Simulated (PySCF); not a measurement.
# C₄H₅OPS (triplet): open-shell or spin-flip excitations

Computed with PySCF 2.14.0 and routines of our own; the level stands in each step. Atoms count from 0.

### Step 1. The starting structure

12 atoms, charge 0, multiplicity 3; geometry from: GFN2-xTB.

### Step 2. Open-shell or spin-flip excitations: unrestricted TDDFT B3LYP/def2-SVPD

Job settings and geometry (Å):

```
{"job": {"kind": "uabs", "xc": "B3LYP", "basis": "def2-SVPD", "nstates": 10, "tda": false}, "charge": 0, "multiplicity": 3}
C     -2.404184    -0.159545    -0.265435
O     -1.482522     0.720159     0.320861
C     -0.208495     0.312737     0.471136
P      1.002369     1.732162     0.671386
C      2.340725     0.595266     0.469876
C      2.088867    -0.601464    -0.090897
S      0.437440    -1.007759    -0.537436
H     -2.094158    -0.423229    -1.283273
H     -2.495253    -1.080321     0.320002
H     -3.359748     0.361323    -0.287990
H      3.350058     0.893512     0.706423
H      2.826100    -1.343527    -0.344162
```

With the program's defaults for keys left out, this is: unrestricted TDDFT B3LYP/def2-SVPD, vertical, gas phase, core orbitals frozen in the response.

On the command line:

```
> OMP_NUM_THREADS=1 python excited_run.py task.json out
```

The driver reads the jobs from task.json and runs them one after another.

Q: Estimate the wall time and peak memory of this first job on 1 thread of Intel Xeon at 2.50GHz, shared host.

About 3.2 min, with a peak of 0.67 GiB.
